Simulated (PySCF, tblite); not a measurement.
# C₄H₈GeO₂+ (doublet): geometry, infrared bands and EPR parameters

Wanted: the infrared bands and EPR parameters of C₄H₈GeO₂+ (doublet) (`[CH2+][C]([O][GeH3])C(C)=O`), by calculation.

The runs use tblite 0.8.0 and PySCF 2.14.0, with density-fitted response routines of our own; the level of theory stands in each step. All values are computed, except where a source is named. Atoms are numbered from 0 throughout.

## 1. The starting structure

15 atoms, charge 1, multiplicity 2; geometry from: force field or distance geometry start.

Bonds of the start (Å): C0–C1 1.46, C1–O2 1.39, O2–Ge3 1.78, C1–C4 1.48, C4–C5 1.50, C4–O6 1.21, C0–H7 1.09, C0–H8 1.09, Ge3–H9 1.55, Ge3–H10 1.57, Ge3–H11 1.55, C5–H12 1.11, C5–H13 1.13, C5–H14 1.10.

## 2. Optimising the geometry with GFN2-xTB

What the job is given:

```
{"job": {"kind": "relax", "xc": "GFN2-xTB", "basis": "xTB"}, "charge": 1, "multiplicity": 2}
C     -0.236200     1.143000     0.101800
C     -0.024000    -0.120000     0.810500
O      1.267900    -0.624200     0.777000
Ge     2.453400     0.426700    -0.023600
C     -1.082200    -1.125300     0.557700
C     -2.078500    -0.786500    -0.514600
O     -1.114300    -2.164300     1.182500
H      0.177400     1.363500    -0.887100
H     -0.849700     1.894200     0.596100
H      2.174900     0.378600    -1.542900
H      3.885100    -0.119500     0.330000
H      2.375500     1.899900     0.450500
H     -3.079300    -0.555000    -0.105100
H     -1.663200     0.070300    -1.122300
H     -2.211200    -1.673400    -1.149500
```

Started as:

```console
OMP_NUM_THREADS=1 python probes_run.py task.json out
```

The driver reads the jobs from task.json and runs them one after another.

Output:

```text
step      E/eV     max force
  0    -601.50637    4.931
  1    -602.10446    3.540
  2    -602.25072    3.614
  3    -602.45442    1.015
  4    -602.52036    0.822
  5    -602.57207    0.747
  6    -602.64204    0.626
  7    -602.68999    0.683
  8    -602.75836    0.854
  9    -602.81920    0.905
 10    -602.88575    0.588
 11    -602.94277    0.579
 12    -603.01493    0.787
 13    -603.10256    0.868
 14    -603.17986    0.872
 15    -603.23566    0.705
 16    -603.27590    0.497
 17    -603.29991    0.731
 18    -603.32491    0.777
 19    -603.35024    0.550
 20    -603.37825    0.384
 21    -603.39136    0.445
 22    -603.41187    0.440
 23    -603.42913    0.336
 24    -603.44256    0.267
 25    -603.45233    0.296
 26    -603.46172    0.328
 27    -603.47071    0.293
 28    -603.47861    0.259
 29    -603.48603    0.256
 30    -603.49546    0.352
 31    -603.50570    0.330
 32    -603.51451    0.238
 33    -603.52213    0.200
 34    -603.52859    0.234
 35    -603.53442    0.226
 36    -603.53966    0.171
 37    -603.54524    0.212
 38    -603.55184    0.211
 39    -603.55899    0.321
 40    -603.56576    0.345
 41    -603.57171    0.243
 42    -603.57731    0.188
 43    -603.58239    0.272
 44    -603.58714    0.216
 45    -603.59105    0.165
 46    -603.59402    0.158
 47    -603.59629    0.146
 48    -603.59942    0.157
 49    -603.60286    0.159
 50    -603.60708    0.153
 51    -603.61147    0.157
 52    -603.61523    0.189
 53    -603.61722    0.186
 54    -603.61939    0.111
 55    -603.62076    0.093
 56    -603.62220    0.104
 57    -603.62356    0.096
 58    -603.62502    0.107
 59    -603.62609    0.084
 60    -603.62672    0.065
 61    -603.62712    0.053
 62    -603.62756    0.049
 63    -603.62804    0.061
 64    -603.62849    0.060
 65    -603.62887    0.040
 66    -603.62921    0.044
 67    -603.62959    0.053
 68    -603.63002    0.057
 69    -603.63045    0.061
 70    -603.63074    0.054
 71    -603.63098    0.055
 72    -603.63121    0.046
 73    -603.63160    0.050
 74    -603.63197    0.053
 75    -603.63251    0.069
 76    -603.63313    0.081
 77    -603.63409    0.083
 78    -603.63580    0.097
 79    -603.63526    0.292
 80    -603.64066    0.293
 81    -603.64430    0.254
 82    -603.65074    0.309
 83    -603.65160    0.230
 84    -603.66613    0.290
 85    -603.65780    0.721
 86    -603.68312    0.430
 87    -603.69600    0.410
 88    -603.69067    1.004
 89    -603.72649    0.366
 90    -603.73468    0.205
 91    -603.74566    0.300
 92    -603.75347    0.244
 93    -603.76440    0.286
 94    -603.77467    0.350
 95    -603.80092    0.376
 96    -603.81685    0.257
 97    -603.82818    0.395
 98    -603.83705    0.417
 99    -603.84609    0.394
100    -603.85768    0.332
101    -603.86403    0.359
102    -603.87057    0.264
103    -603.87885    0.284
104    -603.89079    0.259
105    -603.90331    0.395
106    -603.91771    0.591
107    -603.92641    0.313
108    -603.93509    0.311
109    -603.94042    0.176
110    -603.94548    0.169
111    -603.94957    0.190
112    -603.95255    0.103
113    -603.95496    0.100
114    -603.95681    0.150
115    -603.95766    0.090
116    -603.95828    0.053
117    -603.95868    0.047
118    -603.95900    0.051
119    -603.95936    0.039
120    -603.95980    0.055
121    -603.96036    0.062
122    -603.96091    0.061
123    -603.96135    0.063
124    -603.96179    0.049
125    -603.96239    0.059
126    -603.96335    0.083
127    -603.96456    0.086
128    -603.96561    0.078
129    -603.96630    0.065
130    -603.96686    0.073
131    -603.96761    0.069
132    -603.96861    0.073
133    -603.96957    0.055
134    -603.97035    0.061
135    -603.97112    0.086
136    -603.97205    0.124
137    -603.97366    0.151
138    -603.97732    0.153
139    -603.98171    0.191
140    -603.98625    0.215
141    -603.98689    0.372
142    -603.99864    0.264
143    -604.00658    0.227
144    -604.01597    0.377
145    -604.02404    0.231
146    -604.03056    0.353
147    -604.04228    0.277
148    -604.05378    0.212
149    -604.06663    0.261
150    -604.08372    0.286
151    -604.09153    0.377
152    -604.11294    0.466
153    -604.12279    0.446
154    -604.13790    0.318
155    -604.14578    0.167
156    -604.15347    0.272
157    -604.15703    0.278
158    -604.16328    0.202
159    -604.16679    0.107
160    -604.17089    0.125
161    -604.17384    0.147
162    -604.17685    0.144
163    -604.17956    0.168
164    -604.18072    0.189
165    -604.18251    0.148
166    -604.18392    0.120
167    -604.18514    0.090
168    -604.18574    0.073
169    -604.18649    0.061
170    -604.18736    0.045
171    -604.18805    0.068
172    -604.18859    0.049
173    -604.18917    0.052
174    -604.18981    0.057
175    -604.19054    0.060
176    -604.19131    0.052
177    -604.19193    0.053
178    -604.19234    0.060
179    -604.19267    0.052
180    -604.19290    0.030
181    -604.19302    0.023
182    -604.19309    0.016
183    -604.19315    0.012
184    -604.19318    0.012
185    -604.19319    0.010
```

It took 0.96 s on 1 thread of Arm Neoverse V2, shared host.

Relaxation path: (not every step is listed)

```csv
step,energy from step 0 (eV),largest force (eV/Å)
0,0.0000,4.9309
1,-0.5981,3.5404
2,-0.7444,3.6143
3,-0.9481,1.0153
4,-1.0140,0.8216
5,-1.0657,0.7467
6,-1.1357,0.6263
7,-1.1836,0.6834
8,-1.2520,0.8535
25,-1.9460,0.2964
42,-2.0709,0.1877
59,-2.1197,0.0842
76,-2.1268,0.0807
93,-2.2580,0.2855
110,-2.4391,0.1688
127,-2.4582,0.0861
144,-2.5096,0.3769
161,-2.6675,0.1473
178,-2.6860,0.0602
180,-2.6865,0.0305
181,-2.6867,0.0227
182,-2.6867,0.0163
183,-2.6868,0.0120
184,-2.6868,0.0117
185,-2.6868,0.0099
```

Close pairs (by a distance rule), those that changed most:

```csv
bond,before (Å),after (Å),change (Å)
C0–C1,1.464,1.349,-0.115
C1–O2,1.387,1.303,-0.084
O2–Ge3,1.775,1.844,+0.069
Ge3–H10,1.573,1.510,-0.063
Ge3–H11,1.550,1.497,-0.053
C1–C4,1.481,1.527,+0.046
C5–H13,1.130,1.089,-0.041
C4–C5,1.502,1.481,-0.022
```

The end geometry stands in the next job.

## 3. Vibrational analysis with GFN2-xTB

What the job is given:

```
{"job": {"kind": "ir", "xc": "GFN2-xTB", "basis": "xTB"}, "charge": 1, "multiplicity": 2}
C     -0.966981     1.744089    -0.441906
C     -0.074846     0.742014    -0.300884
O      1.208937     0.866928    -0.487983
Ge     2.555774    -0.209287     0.166872
C     -0.474719    -0.673935     0.108663
C     -1.908494    -1.042703     0.094284
O      0.427328    -1.421285     0.399792
H     -0.614666     2.760792    -0.528336
H     -2.030079     1.591422    -0.418412
H      3.609443     0.816216    -0.237230
H      2.616284    -1.335299    -0.837326
H      2.459223    -0.440434     1.642430
H     -2.429780    -0.495434     0.881023
H     -2.372056    -0.783545    -0.855967
H     -2.009782    -2.111549     0.276103
```

Output:

```text
mode    cm-1     km/mol
  1      85.1      0.55
  2     118.0     14.12
  3     136.5      5.01
  4     152.2      0.88
  5     253.7      6.01
  6     271.3      8.56
  7     296.7      1.47
  8     348.7      3.31
  9     421.1      5.07
 10     474.1     25.24
 11     475.5     11.40
 12     557.3     15.46
 13     588.4     70.38
 14     607.2     35.57
 15     643.5      8.91
 16     664.4     61.12
 17     686.2      2.12
 18     734.0     23.67
 19     787.9     57.49
 20     868.2     57.53
 21     948.3      1.20
 22     969.7     47.16
 23     991.0      2.50
 24    1129.9    171.47
 25    1179.9      1.33
 26    1326.4    130.80
 27    1338.6     26.38
 28    1393.4     26.75
 29    1413.6     12.52
 30    1491.0    104.37
 31    1687.9     69.64
 32    1803.6    110.57
 33    1874.3     76.38
 34    2026.0    186.51
 35    2998.7     22.34
 36    3028.9     25.64
 37    3043.9     11.56
 38    3090.4     71.16
 39    3155.8     11.94
```

Run time: 0.37 s. Hardware: 1 thread of Arm Neoverse V2, shared host.

The strongest bands and the atoms that carry them (share of the mass-weighted mode):

```
cm⁻¹  km/mol                       atoms
 588    70.4   H8 27 %, H7 22 %, O2 13 %
1130   171.5  C4 55 %, C5 18 %, H14 16 %
1326   130.8   H8 33 %, H7 30 %, C1 13 %
1491   104.4            C1 49 %, C0 37 %
1804   110.6                     H9 95 %
1874    76.4                    H10 92 %
2026   186.5                    H11 91 %
3090    71.2                     H7 85 %
```

## 4. g tensor and hyperfine couplings: B3LYP/def2-TZVP-core+pcH-1

Settings changed since step 3:

```diff
@@ -1,2 +1,2 @@
-{"job": {"kind": "ir", "xc": "GFN2-xTB", "basis": "xTB"}, "charge": 1, "multiplicity": 2}
+{"job": {"kind": "epr", "basis": "pcH-1"}, "charge": 1, "multiplicity": 2}
 C     -0.966981     1.744089    -0.441906
```

Method: UKS B3LYP, def2-TZVP-core on Ge, pcH-1 on C H O, non-relativistic, mean-field spin-orbit, GIAO.

Output:

```text
UKS, coarse grid
  cycle   1  E = -2384.17794103  |g| = 1.50e+00
  cycle   2  E = -2382.73629721  |g| = 2.09e+00
  cycle   3  E = -2384.01695339  |g| = 1.01e+00
  cycle   4  E = -2384.42445569  |g| = 2.31e-01
  cycle   5  E = -2384.43117287  |g| = 1.41e-01
  cycle   6  E = -2384.43744892  |g| = 6.56e-02
  cycle   7  E = -2384.43908445  |g| = 1.54e-02
  cycle   8  E = -2384.43925263  |g| = 1.04e-02
  cycle   9  E = -2384.43934588  |g| = 5.78e-03
  cycle  10  E = -2384.43938262  |g| = 2.04e-03
  cycle  11  E = -2384.43938812  |g| = 9.60e-04
UKS, final grid
  cycle   1  E = -2384.43935790  |g| = 1.01e-03
  cycle   2  E = -2384.43935697  |g| = 2.26e-03
  cycle   3  E = -2384.43935913  |g| = 4.06e-04
  cycle   4  E = -2384.43935929  |g| = 2.84e-04
  cycle   5  E = -2384.43935956  |g| = 1.43e-04
  cycle   6  E = -2384.43935959  |g| = 2.65e-05
  cycle   7  E = -2384.43935959  |g| = 1.90e-05
E = -2384.43935959 Eh   <S^2> = 0.7641 (exact 0.7500)
g shifts (ppm)      1          2          3
  rmc          -208       -208       -208
  gc              2         38         48
  oz_so        -603       2818       7598
  total        -808       2649       7439
hyperfine (MHz)  atom isotope    a_iso     a_fc   dipolar eigenvalues
    0   13C      41.62      41.78    -47.24    -46.16     93.40
    1   13C     -23.13     -23.37    -15.38     -1.96     17.34
    2   17O     -28.62     -27.72   -101.09     49.55     51.54
    3  73Ge      12.19      12.33     -2.11      0.76      1.35
    4   13C      -5.99      -5.98     -4.46      0.19      4.26
    5   13C       6.12       6.13     -2.50     -1.33      3.84
    6   17O      -3.01      -3.10    -28.41      8.13     20.28
    7    1H     -33.29     -33.28    -20.24     -4.04     24.29
    8    1H     -38.56     -38.55    -22.12     -3.46     25.58
    9    1H      55.61      55.61     -2.12     -1.24      3.36
   10    1H     116.58     116.58     -1.94     -1.16      3.10
   11    1H       7.21       7.21     -1.72     -0.91      2.63
   12    1H       7.23       7.23     -2.54     -0.54      3.08
   13    1H      -3.90      -3.90     -2.59     -1.03      3.62
   14    1H      -0.32      -0.32     -1.71     -0.72      2.43
```

It took 2.9 min on 1 thread of Arm Neoverse V2, shared host; peak memory 1.4 GiB.

Principal g values 2.00151, 2.00497, 2.00976; g(iso) = 2.00541, against 2.00232 for a free electron.

Hyperfine couplings; where a row names several nuclei, a(iso) is their mean (it holds for fast rotation or exchange) and the dipolar term the largest among them:

```
       nuclei  isotope  a(iso) (MHz)  a(iso) (G, at g = 2.0023)  largest dipolar term (MHz)
 H9, H10, H11       1H          59.8                       21.3                         3.4
           C0      13C          41.6                       14.8                        93.4
       H7, H8       1H         -35.9                      -12.8                        25.6
           O2      17O         -28.6                      -10.2                      -101.1
           C1      13C         -23.1                       -8.3                        17.3
          Ge3     73Ge          12.2                        4.3                        -2.1
           C5      13C           6.1                        2.2                         3.8
           C4      13C          -6.0                       -2.1                        -4.5
           O6      17O          -3.0                       -1.1                       -28.4
H12, H13, H14       1H           1.0                        0.4                         3.6
```

Mulliken spin populations:

C0 0.59; C1 0.03; O2 0.30; Ge3 -0.01; C4 -0.01; C5 0.01; O6 0.05; H7 -0.02; H8 -0.02; H9 0.03; H10 0.06; H11 0.00; H12 0.00; H13 0.00; H14 0.00

In first order the couplings over 0.8 MHz of 1H give 48 distinct lines over 90.7 G, if the averaged nuclei exchange fast.

The fields below are evaluated on a grid from the run's orbitals.

ELF in a plane through or near 11 of the atoms.

Values, 10 rows by 14 columns:
```
0.00 0.00 0.00 0.00 0.00 0.00 0.00 0.00 0.00 0.00 0.00 0.00 0.00 0.00
0.00 0.00 0.00 0.00 0.00 0.00 0.00 0.00 0.00 0.00 0.00 0.00 0.00 0.00
0.00 0.00 0.00 0.00 0.01 0.00 0.15 0.11 0.06 0.97 0.26 0.00 0.00 0.00
0.00 0.00 0.00 0.14 0.32 0.10 0.86 0.68 0.27 1.00 0.67 0.01 0.00 0.00
0.00 0.00 0.05 0.23 0.33 0.15 0.72 0.17 0.94 0.36 0.37 0.02 0.00 0.00
0.00 0.13 0.99 0.94 0.25 0.80 0.56 0.83 0.12 0.14 0.11 0.01 0.00 0.00
0.00 0.03 1.00 1.00 0.05 0.89 0.61 0.88 0.41 1.00 0.50 0.00 0.00 0.00
0.00 0.00 0.00 0.03 0.00 0.08 0.02 0.99 0.85 0.47 0.11 0.00 0.00 0.00
0.00 0.00 0.00 0.00 0.00 0.00 0.04 0.96 0.73 0.01 0.00 0.00 0.00 0.00
0.00 0.00 0.00 0.00 0.00 0.00 0.00 0.00 0.00 0.00 0.00 0.00 0.00 0.00
```
The map spans 12.5 Å across and 10.8 Å up, centred on the molecule. Atoms in the plane (x, y in Å): C0 (0.9, -1.8), C1 (0.1, -0.8), O2 (-1.2, -0.9), Ge3 (-2.6, 0.3), C4 (0.5, 0.7), C5 (1.9, 1.0), O6 (-0.4, 1.5), H7 (0.5, -2.8), H8 (2.0, -1.7), H9 (-3.6, -0.7), H14 (2.1, 2.1).

On the surface of density 0.002 e/bohr³ the electrostatic potential runs, from the 1st to the 99th percentile, from 2.80 V near O6 to 6.01 V near C4.

The spin density lies nearest to C0 37 %; O2 25 %; C1 11 %.

## 5. What came out

```
                                 quantity                         value
strongest single infrared mode (GFN2-xTB)         2026 cm⁻¹, 187 km/mol
             zero-point energy (GFN2-xTB)                 63.0 kcal/mol
                           g(iso) (B3LYP)                       2.00541
                                     ⟨S²⟩            0.764 (exact 0.75)
       largest a(iso) (averaged by class)  1H on H9, H10, H11, 59.8 MHz
```

What this shows: The optimisation took 185 steps and gained 2.687 eV; among the close pairs (by a distance rule), C0–C1 changed most, from 1.464 to 1.349 Å. No mode is imaginary among the 39: a minimum at this level. The strongest single mode, at 2026 cm⁻¹, moves mainly H11. Unscaled tight-binding wavenumbers are off by several per cent, some by more. Its intensities can rank the bands wrongly. C0 carries the largest spin population, 0.59 e. The isotropic g lies 3.1 ppt above the free-electron value. The hyperfine terms hold no scalar relativity, which the heavier nuclei need.
